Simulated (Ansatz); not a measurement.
# C2H6FMoNO2: shape, modes and thermochemistry

Aim: relax C2H6FMoNO2 from a cheap starting geometry, then compute its harmonic vibrations to see whether it is a minimum and to get the zero-point energy and entropy, and look at its orbitals and charge.

The runs use Ansatz 0.2.0, Gaussian basis; RKS PBE0-D4/def2-TZVP.

Levels to be run: relaxation at PBE-D4/def2-SVP; relaxation at PBE0-D4/def2-TZVP; harmonic vibrations at the same level; a single point in def2-TZVPP for the fields.

## 1. Starting geometry

SMILES `C[N](C)[Mo](=[O])(=[O])[F]`, 13 atoms, charge 0, spin multiplicity 1.

Atoms are counted from 1 here; the program's logs count them from 0.

Bond lengths: C1–N2 1.445 Å, C1–H8 1.103 Å, C1–H9 1.190 Å, C1–H10 1.076 Å, N2–C3 1.452 Å, N2–Mo4 2.103 Å, C3–H11 1.076 Å, C3–H12 1.148 Å, C3–H13 1.108 Å, Mo4–O5 1.768 Å, Mo4–O6 1.858 Å, Mo4–F7 2.019 Å. Angles: N2–C1–H8 108.5°, N2–C1–H9 107.3°, N2–C1–H10 115.2°, H8–C1–H9 105.5°, H8–C1–H10 113.7°, H9–C1–H10 106.0°, C1–N2–C3 108.1°, C1–N2–Mo4 111.3°, C3–N2–Mo4 105.4°, N2–C3–H11 112.2°, N2–C3–H12 109.2°, N2–C3–H13 107.2°, H11–C3–H12 111.2°, H11–C3–H13 109.1°, H12–C3–H13 107.8°, N2–Mo4–O5 113.0°, N2–Mo4–O6 109.4°, N2–Mo4–F7 108.0° and more.

As a file:

```
C    -0.5651   -0.4305    1.3467
N     0.4845    0.1117    0.5147
C     1.1004   -0.9869   -0.2073
Mo   -0.2963    1.3846   -0.9659
O     0.9406    2.0086   -2.0643
O    -1.2223    2.7773   -0.1573
F    -1.6478    0.3367   -2.0389
H    -1.3406   -0.8649    0.6935
H    -1.0890    0.4863    1.8965
H    -0.2347   -1.0935    2.1268
H     0.3987   -1.4987   -0.8432
H     1.5831   -1.7083    0.5444
H     1.9088   -0.5570   -0.8309
```

The start is a force-field geometry with small random shifts, so a cheaper pass at PBE-D4/def2-SVP comes first. Mo takes the def2 core potential; no spin-orbit term is included.

## 2. Optimising with PBE-D4/def2-SVP (cheap first pass)

File in.yaml:

```yaml
crystal:
  periodic: [false, false, false]
  atoms:
    - {symbol: C, position_ang: [-0.565100, -0.430500, 1.346700]}
    - {symbol: N, position_ang: [0.484500, 0.111700, 0.514700]}
    - {symbol: C, position_ang: [1.100400, -0.986900, -0.207300]}
    - {symbol: Mo, position_ang: [-0.296300, 1.384600, -0.965900]}
    - {symbol: O, position_ang: [0.940600, 2.008600, -2.064300]}
    - {symbol: O, position_ang: [-1.222300, 2.777300, -0.157300]}
    - {symbol: F, position_ang: [-1.647800, 0.336700, -2.038900]}
    - {symbol: H, position_ang: [-1.340600, -0.864900, 0.693500]}
    - {symbol: H, position_ang: [-1.089000, 0.486300, 1.896500]}
    - {symbol: H, position_ang: [-0.234700, -1.093500, 2.126800]}
    - {symbol: H, position_ang: [0.398700, -1.498700, -0.843200]}
    - {symbol: H, position_ang: [1.583100, -1.708300, 0.544400]}
    - {symbol: H, position_ang: [1.908800, -0.557000, -0.830900]}
basis:
  gaussian: {orbitals: def2-SVP}
hamiltonian: {xc: pbe, dispersion: d4}
relax: {f_tol: 0.03, max_steps: 200}
```

On the command line:

```bash
> ansatz run in.yaml --threads 2 --pin off --events-out ev --progress --plain --max-ram 32768MiB --backend cpu
```

What it wrote, shortened:

```text
Functional definition: PBE
  name "PBE"
  cite "Perdew, Burke & Ernzerhof, Phys. Rev. Lett. 77, 3865 (1996) doi:10.1103/PhysRevLett.77.3865"
  parent pbe
[...]
1573 factors; their error is unknown
[...]
mean field -12313.21572943 eV, -452.5023318592 hartree, gradient 3.3e-5 eV, S^2 0.000000; 0 other end points of the search recorded, 0 dependent functions left out
[...]
reference -12313.21580019 eV, -452.5023344594 hartree; 32, 32 occupied and 113, 113 virtual orbitals, 1573 factors
relax step   1: F+E_penalty+E_count = -12313.54902573 eV  Δ(F+E_penalty+E_count) = +0.000e0 eV  max|allowed force component| = 4.234e0 eV/Å  Δτ_max = 0.0000 Å  (37 SCF iters, accepted)
[...]
relax step   3: F+E_penalty+E_count = -12315.31408035 eV  Δ(F+E_penalty+E_count) = -1.735e-1 eV  max|allowed force component| = 6.598e-1 eV/Å  Δτ_max = 0.1933 Å  (44 SCF iters, accepted)
[...]
relax step   5: F+E_penalty+E_count = -12315.46220196 eV  Δ(F+E_penalty+E_count) = -5.284e-2 eV  max|allowed force component| = 3.145e-1 eV/Å  Δτ_max = 0.1949 Å  (43 SCF iters, accepted)
[...]
relax step   7: F+E_penalty+E_count = -12315.50009877 eV  Δ(F+E_penalty+E_count) = -1.193e-2 eV  max|allowed force component| = 4.351e-1 eV/Å  Δτ_max = 0.1006 Å  (35 SCF iters, accepted)
[...]
mean field -12315.17105520 eV, -452.5741887557 hartree, gradient 3.1e-5 eV, S^2 0.000000; 1 other end points of the search recorded, 0 dependent functions left out
[...]
reference -12315.17112427 eV, -452.5741912940 hartree; 32, 32 occupied and 113, 113 virtual orbitals, 1573 factors
Total energy: -12315.51096063 eV, -452.5866800501 hartree
Atom 0 at    -0.699475    -0.435746     1.294932 Å, force    -0.007774     0.002366     0.014801 eV/Å
Atom 1 at     0.008635    -0.122062     0.060860 Å, force    -0.011911     0.012466    -0.005151 eV/Å
Atom 2 at     1.069153    -1.061353    -0.279203 Å, force     0.011474    -0.006053    -0.006747 eV/Å
Atom 3 at    -0.339900     1.467239    -0.971940 Å, force    -0.006606     0.002998    -0.005075 eV/Å
Atom 4 at     1.130528     1.939288    -1.691203 Å, force    -0.001625     0.002122     0.003316 eV/Å
Atom 5 at    -0.931032     2.652060     0.099922 Å, force     0.007355    -0.005254    -0.003602 eV/Å
Atom 6 at    -1.616937     1.055192    -2.283277 Å, force    -0.001642    -0.000966     0.002133 eV/Å
Atom 7 at    -1.220936    -1.415572     1.208545 Å, force    -0.001319     0.002440     0.000643 eV/Å
Atom 8 at    -1.453427     0.340448     1.527626 Å, force     0.013802    -0.006244    -0.008477 eV/Å
Atom 9 at     0.013661    -0.500928     2.148311 Å, force    -0.007791    -0.001218     0.005745 eV/Å
Atom 10 at     0.650062    -2.077980    -0.453143 Å, force     0.001969     0.001627    -0.001991 eV/Å
Atom 11 at     1.809890    -1.132507     0.549789 Å, force     0.004380    -0.004066    -0.003982 eV/Å
Atom 12 at     1.600078    -0.742680    -1.196420 Å, force    -0.000313    -0.000217     0.008387 eV/Å
Dipole moment:     0.088957    -0.861399     0.445598 e Å
```

Run time: 37 s. Hardware: 2 threads of AMD EPYC 7R13, shared host.

Step by step:

| step | energy from step 1 (eV) | largest force component (eV/Å) |
| --- | --- | --- |
| 1 | 0.0000 | 4.2338 |
| 2 | -1.5916 | 0.8257 |
| 3 | -1.7651 | 0.6598 |
| 4 | -1.8603 | 0.5222 |
| 5 | -1.9132 | 0.3145 |
| 6 | -1.9391 | 0.2784 |
| 7 | -1.9511 | 0.4351 |
| 8 | -1.9528 | 0.1916 |
| 9 | -1.9533 | 0.1512 |
| 10 | -1.9619 | 0.0148 |

Distances of close pairs at the start and the end, largest changes first:

| bond | before (Å) | after (Å) | change (Å) |
| --- | --- | --- | --- |
| N2–Mo4 | 2.103 | 1.927 | -0.176 |
| Mo4–O6 | 1.858 | 1.704 | -0.154 |
| Mo4–F7 | 2.019 | 1.876 | -0.143 |
| C1–H9 | 1.190 | 1.107 | -0.084 |
| Mo4–O5 | 1.768 | 1.704 | -0.064 |
| C1–H10 | 1.076 | 1.114 | +0.038 |
| C3–H11 | 1.076 | 1.113 | +0.037 |
| C3–H12 | 1.148 | 1.114 | -0.034 |

## 3. Optimising with PBE0-D4/def2-TZVP

File in.yaml:

```yaml
crystal:
  periodic: [false, false, false]
  atoms:
    - {symbol: C, position_ang: [-0.699475, -0.435746, 1.294932]}
    - {symbol: N, position_ang: [0.008635, -0.122062, 0.060860]}
    - {symbol: C, position_ang: [1.069153, -1.061353, -0.279203]}
    - {symbol: Mo, position_ang: [-0.339900, 1.467239, -0.971940]}
    - {symbol: O, position_ang: [1.130528, 1.939288, -1.691203]}
    - {symbol: O, position_ang: [-0.931032, 2.652060, 0.099922]}
    - {symbol: F, position_ang: [-1.616937, 1.055192, -2.283277]}
    - {symbol: H, position_ang: [-1.220936, -1.415572, 1.208545]}
    - {symbol: H, position_ang: [-1.453427, 0.340448, 1.527626]}
    - {symbol: H, position_ang: [0.013661, -0.500928, 2.148311]}
    - {symbol: H, position_ang: [0.650062, -2.077980, -0.453143]}
    - {symbol: H, position_ang: [1.809890, -1.132507, 0.549789]}
    - {symbol: H, position_ang: [1.600078, -0.742680, -1.196420]}
basis:
  gaussian: {orbitals: def2-TZVP}
hamiltonian: {xc: pbe0, dispersion: d4}
relax: {f_tol: 0.005, max_steps: 150}
```

On the command line:

```bash
> ansatz run in.yaml --threads 2 --pin off --events-out ev --progress --plain --max-ram 32768MiB --backend cuda --devices 0, --max-vram 18GiB
```

What it wrote, shortened:

```text
Functional definition: PBE0
  name "PBE0"
  cite "Adamo & Barone, J. Chem. Phys. 110, 6158 (1999) doi:10.1063/1.478522"
  cite "Perdew, Burke & Ernzerhof, Phys. Rev. Lett. 77, 3865 (1996) doi:10.1103/PhysRevLett.77.3865"
  parent pbe
[...]
1615 factors; their error is unknown
[...]
mean field -12325.92255812 eV, -452.9692992006 hartree, gradient 4.4e-5 eV, S^2 0.000000; 0 other end points of the search recorded, 0 dependent functions left out
[...]
reference -12325.92260507 eV, -452.9693009258 hartree; 32, 32 occupied and 230, 230 virtual orbitals, 1615 factors
relax step   1: F+E_penalty+E_count = -12326.21193394 eV  Δ(F+E_penalty+E_count) = +0.000e0 eV  max|allowed force component| = 1.182e0 eV/Å  Δτ_max = 0.0000 Å  (35 SCF iters, accepted)
[...]
Atom 3 at    -0.336668     1.453988    -0.962992 Å, force     0.001219     0.002252    -0.001645 eV/Å
Atom 4 at     1.107653     1.924723    -1.681895 Å, force    -0.001844    -0.000079     0.001559 eV/Å
Atom 5 at    -0.917470     2.629075     0.088556 Å, force     0.001004    -0.000170    -0.001127 eV/Å
Atom 6 at    -1.608466     1.053872    -2.261837 Å, force    -0.002063     0.000438     0.000472 eV/Å
Atom 7 at    -1.206781    -1.398204     1.191606 Å, force    -0.001068    -0.000896    -0.000231 eV/Å
Atom 8 at    -1.430492     0.330664     1.520798 Å, force    -0.001203     0.000321     0.000982 eV/Å
Atom 9 at     0.017144    -0.503901     2.117993 Å, force     0.000634     0.000119     0.000783 eV/Å
Atom 10 at     0.643423    -2.051965    -0.449216 Å, force    -0.000105    -0.001158    -0.000474 eV/Å
Atom 11 at     1.779546    -1.124076     0.553242 Å, force     0.000294     0.000023     0.001396 eV/Å
Atom 12 at     1.596035    -0.740253    -1.169293 Å, force     0.001076     0.000013    -0.000281 eV/Å
Dipole moment:     0.110569    -0.872285     0.474337 e Å
```

Run time: 23 s. Hardware: 1 × H100 (card shared with other runs) with 2 threads of AMD EPYC 7R13, shared host; peak host memory 0.92 GiB.

Step by step:

| step | energy from step 1 (eV) | largest force component (eV/Å) |
| --- | --- | --- |
| 1 | 0.0000 | 1.1820 |
| 2 | -0.0749 | 0.1500 |
| 3 | -0.0778 | 0.0210 |
| 4 | -0.0778 | 0.0039 |

Close pairs (by a distance rule), those that changed most:

| bond | before (Å) | after (Å) | change (Å) |
| --- | --- | --- | --- |
| Mo4–O6 | 1.704 | 1.680 | -0.023 |
| Mo4–O5 | 1.704 | 1.681 | -0.023 |
| N2–Mo4 | 1.927 | 1.905 | -0.022 |
| C1–H10 | 1.114 | 1.096 | -0.018 |
| C3–H12 | 1.114 | 1.096 | -0.018 |
| C1–H8 | 1.113 | 1.096 | -0.017 |
| C3–H11 | 1.113 | 1.096 | -0.017 |
| C1–H9 | 1.107 | 1.090 | -0.017 |

Mulliken charges at the end point, from the run's report:

C1 -0.27; N2 -0.38; C3 -0.27; Mo4 1.65; O5 -0.56; O6 -0.56; F7 -0.48; H8 0.14; H9 0.17; H10 0.14; H11 0.14; H12 0.14; H13 0.17

## 4. Vibrations by finite differences

File in.yaml:

```yaml
crystal:
  periodic: [false, false, false]
  atoms:
    - {symbol: C, position_ang: [-0.692238, -0.435226, 1.284950]}
    - {symbol: N, position_ang: [0.006391, -0.118479, 0.055790]}
    - {symbol: C, position_ang: [1.062223, -1.054818, -0.272904]}
    - {symbol: Mo, position_ang: [-0.336668, 1.453988, -0.962992]}
    - {symbol: O, position_ang: [1.107653, 1.924723, -1.681895]}
    - {symbol: O, position_ang: [-0.917470, 2.629075, 0.088556]}
    - {symbol: F, position_ang: [-1.608466, 1.053872, -2.261837]}
    - {symbol: H, position_ang: [-1.206781, -1.398204, 1.191606]}
    - {symbol: H, position_ang: [-1.430492, 0.330664, 1.520798]}
    - {symbol: H, position_ang: [0.017144, -0.503901, 2.117993]}
    - {symbol: H, position_ang: [0.643423, -2.051965, -0.449216]}
    - {symbol: H, position_ang: [1.779546, -1.124076, 0.553242]}
    - {symbol: H, position_ang: [1.596035, -0.740253, -1.169293]}
basis:
  gaussian: {orbitals: def2-TZVP}
hamiltonian: {xc: pbe0, dispersion: d4}
phonons: {temperatures: {t_min: 298.15, t_max: 900, t_step: 200}}
```

Same command.

What it wrote, shortened:

```text
Functional definition: PBE0
  name "PBE0"
  cite "Adamo & Barone, J. Chem. Phys. 110, 6158 (1999) doi:10.1063/1.478522"
  cite "Perdew, Burke & Ernzerhof, Phys. Rev. Lett. 77, 3865 (1996) doi:10.1103/PhysRevLett.77.3865"
  parent pbe
[...]
1615 factors; their error is unknown
[...]
mean field -12325.99735985 eV, -452.9720481133 hartree, gradient 5.0e-5 eV, S^2 0.000000; 0 other end points of the search recorded, 0 dependent functions left out
[...]
reference -12325.99740667 eV, -452.9720498341 hartree; 32, 32 occupied and 230, 230 virtual orbitals, 1615 factors
[...]
1615 factors; their error is unknown
mean field -12325.99718188 eV, -452.9720415731 hartree, gradient 2.7e-6 eV, S^2 0.000000; 0 other end points of the search recorded, 0 dependent functions left out
[...]
reference -12325.99722870 eV, -452.9720432936 hartree; 32, 32 occupied and 230, 230 virtual orbitals, 1615 factors
[...]
Atom 6 at    -1.608466     1.053872    -2.261837 Å, force    -0.002072     0.000444     0.000483 eV/Å
Atom 7 at    -1.206781    -1.398204     1.191606 Å, force    -0.001072    -0.000902    -0.000234 eV/Å
Atom 8 at    -1.430492     0.330664     1.520798 Å, force    -0.001222     0.000331     0.000991 eV/Å
Atom 9 at     0.017144    -0.503901     2.117993 Å, force     0.000637     0.000121     0.000792 eV/Å
Atom 10 at     0.643423    -2.051965    -0.449216 Å, force    -0.000113    -0.001167    -0.000475 eV/Å
Atom 11 at     1.779546    -1.124076     0.553242 Å, force     0.000286     0.000021     0.001394 eV/Å
Atom 12 at     1.596035    -0.740253    -1.169293 Å, force     0.001070     0.000018    -0.000277 eV/Å
Dipole moment:     0.110567    -0.872285     0.474338 e Å
Vibrations: 58.04 117.69 164.22 183.84 186.44 237.14 240.96 280.15 318.48 340.27 352.71 602.52 685.03 1007.80 1028.60 1058.43 1079.47 1098.18 1147.80 1205.16 1303.75 1437.14 1462.64 1469.63 1482.95 1483.60 1505.52 3017.12 3020.60 3076.14 3080.07 3148.18 3149.33 cm⁻¹, zero-point energy 2.481520 eV
```

Wall time 1.8 min (1 × H100 (card shared with other runs) with 2 threads of AMD EPYC 7R13, shared host); peak host memory 0.9 GiB.

Motions are named by where the mode's potential energy lies. The modes, unscaled (a negative number is an imaginary wavenumber):

| mode | cm⁻¹ | motion |
| --- | --- | --- |
| 1 | 58 | torsion |
| 2 | 118 | torsion with bend |
| 3 | 164 | bend |
| 4 | 184 | torsion |
| 5 | 186 | torsion |
| 6 | 237 | bend |
| 7 | 241 | bend with torsion |
| 8 | 280 | bend |
| 9 | 318 | bend with torsion |
| 10 | 340 | torsion with bend |
| 11 | 353 | bend with torsion |
| 12 | 603 | Mo–N and C–N stretch |
| 13 | 685 | Mo–F stretch |
| 14 | 1008 | C–N stretch |
| 15 | 1029 | Mo–O stretch |
| 16 | 1058 | Mo–O stretch |
| 17 | 1079 | bend |
| 18 | 1098 | bend |
| 19 | 1148 | bend |
| 20 | 1205 | C–N stretch |
| 21 | 1304 | bend |
| 22 | 1437 | bend |
| 23 | 1463 | bend |
| 24 | 1470 | bend |
| 25 | 1483 | bend |
| 26 | 1484 | bend |
| 27 | 1506 | bend |
| 28 | 3017 | C–H stretch |
| 29 | 3021 | C–H stretch |
| 30 | 3076 | C–H stretch |
| 31 | 3080 | C–H stretch |
| 32 | 3148 | C–H stretch |
| 33 | 3149 | C–H stretch |

From these modes and the moments of inertia (298.15 K, 1 bar, symmetry number 1):

| term | value |
| --- | --- |
| zero-point energy | 57.2 kcal/mol |
| H(298) − E | 63.6 kcal/mol |
| entropy, translation | 174.4 J/(mol K) |
| entropy, rotation | 119.3 J/(mol K) |
| entropy, vibration | 104.2 J/(mol K) |
| entropy, total | 397.8 J/(mol K) |

## 5. Fields at the relaxed geometry

Changes to in.yaml since step 4:

```diff
@@ -17,4 +17,4 @@
 basis:
-  gaussian: {orbitals: def2-TZVP}
+  gaussian: {orbitals: def2-TZVPP}
 hamiltonian: {xc: pbe0, dispersion: d4}
-phonons: {temperatures: {t_min: 298.15, t_max: 900, t_step: 200}}
+output: {orbitals: {seedname: orbitals}}
```

Launched as before.

What it wrote:

```text
Functional definition: PBE0
  name "PBE0"
  cite "Adamo & Barone, J. Chem. Phys. 110, 6158 (1999) doi:10.1063/1.478522"
  cite "Perdew, Burke & Ernzerhof, Phys. Rev. Lett. 77, 3865 (1996) doi:10.1103/PhysRevLett.77.3865"
  parent pbe
  parameter a = 0.25
  parameter kappa = 0.804
  parameter beta = 0.06672455060314922
  exchange = (1 - a)*pbe_x(kappa = kappa, mu = beta*pi^2/3) + a*exact_x
  correlation = pbe_c(beta = beta)
1696 factors; their error is unknown
mean field evaluation 1: about -12304.0200 eV, gradient 1.1e2 eV
mean field evaluation 2: about -12124.7509 eV, gradient 3.3e2 eV
mean field evaluation 4: about -12324.2719 eV, gradient 3.4e1 eV
mean field evaluation 8: about -12326.1874 eV, gradient 3.0e-1 eV
mean field evaluation 16: about -12326.2776 eV, gradient 5.0e-3 eV
mean field -12326.27760625 eV, -452.9823469786 hartree, gradient 4.6e-5 eV, S^2 0.000000; 0 other end points of the search recorded, 0 dependent functions left out
reference -12326.27765663 eV, -452.9823488299 hartree; 32, 32 occupied and 294, 294 virtual orbitals, 1696 factors
Total energy: -12326.57004251 eV, -452.9930938129 hartree
```

It took 16 s on 1 × H100 (card shared with other runs) with 2 threads of AMD EPYC 7R13, shared host; peak host memory 0.85 GiB.

Orbitals, density, ELF and potential are computed afterwards from the orbital file.

Frontier orbitals at PBE0-D4/def2-TZVPP, with the share of their density that lies nearest to each atom:

| orbital | energy (eV) | lies on |
| --- | --- | --- |
| HOMO-1 | -9.01 | O5, O6 about 48 % each |
| HOMO | -7.83 | N2 51 %; O5, O6 about 7 % each; Mo4 6 % |
| LUMO | -2.02 | Mo4 55 %; O5, O6 about 17 % each |

ELF in a plane through or near 6 of the atoms.

Values, 10 rows by 14 columns:
```
0.00 0.00 0.00 0.00 0.00 0.00 0.00 0.00 0.00 0.00 0.00 0.00 0.00 0.00
0.00 0.00 0.00 0.00 0.00 0.00 0.01 0.15 0.03 0.00 0.00 0.00 0.00 0.00
0.00 0.00 0.01 0.09 0.16 0.01 0.53 0.99 0.62 0.02 0.00 0.00 0.00 0.00
0.00 0.01 0.14 0.53 0.69 0.20 0.39 0.99 0.58 0.46 0.12 0.01 0.00 0.00
0.00 0.01 0.08 0.25 0.44 0.34 0.37 0.80 0.43 0.56 0.15 0.01 0.00 0.00
0.00 0.00 0.02 0.12 0.76 0.72 0.73 0.42 0.58 0.14 0.03 0.00 0.00 0.00
0.00 0.01 0.17 0.59 0.50 0.12 0.08 0.58 0.64 0.70 0.24 0.01 0.00 0.00
0.00 0.00 0.09 0.39 0.54 0.08 0.57 1.00 0.80 0.15 0.04 0.00 0.00 0.00
0.00 0.00 0.00 0.01 0.03 0.00 0.17 0.81 0.34 0.01 0.00 0.00 0.00 0.00
0.00 0.00 0.00 0.00 0.00 0.00 0.00 0.00 0.00 0.00 0.00 0.00 0.00 0.00
```
The map spans 10.1 Å across and 9.4 Å up, centred on the molecule. Atoms in the plane (x, y in Å): C1 (0.9, -1.2), N2 (0.1, 0.0), C3 (0.9, 1.2), Mo4 (-1.8, 0.0), H9 (0.3, -2.1), H13 (0.3, 2.1).

On the surface of density 0.002 e/bohr³ the electrostatic potential runs, from the 1st to the 99th percentile, from -1.25 V near O5 to 1.76 V near H9.

## 6. What came out

| quantity | value |
| --- | --- |
| point group | Cs |
| steps | 10 + 4 |
| shift from the start (rms) | 0.543 Å |
| total energy | -12326.2898 eV |
| dispersion term | -292 meV |
| dipole moment | 4.80 D |
| lowest, highest wavenumber | 58, 3149 cm⁻¹ |
| zero-point energy | 57.2 kcal/mol |
| entropy at 298.15 K | 397.8 J/(mol K) |
| HOMO, LUMO | -7.83, -2.02 eV |

The relaxed geometry lies 0.54 Å (rms) from the start; the bond that changed most is N2–Mo4, from 2.103 to 1.905 Å. No mode is imaginary: a true minimum at this level. The stiffest mode, 3149 cm⁻¹, is a C–H stretch, and 5 modes under 200 cm⁻¹ make the vibrational entropy uncertain. Harmonic hybrid wavenumbers usually lie a few per cent above measured fundamentals. The largest Mulliken charge, +1.65 e, sits on Mo4. The HOMO lies mostly on N2 51 %; O5, O6 about 7 % each and the LUMO on Mo4 55 %; O5, O6 about 17 % each.
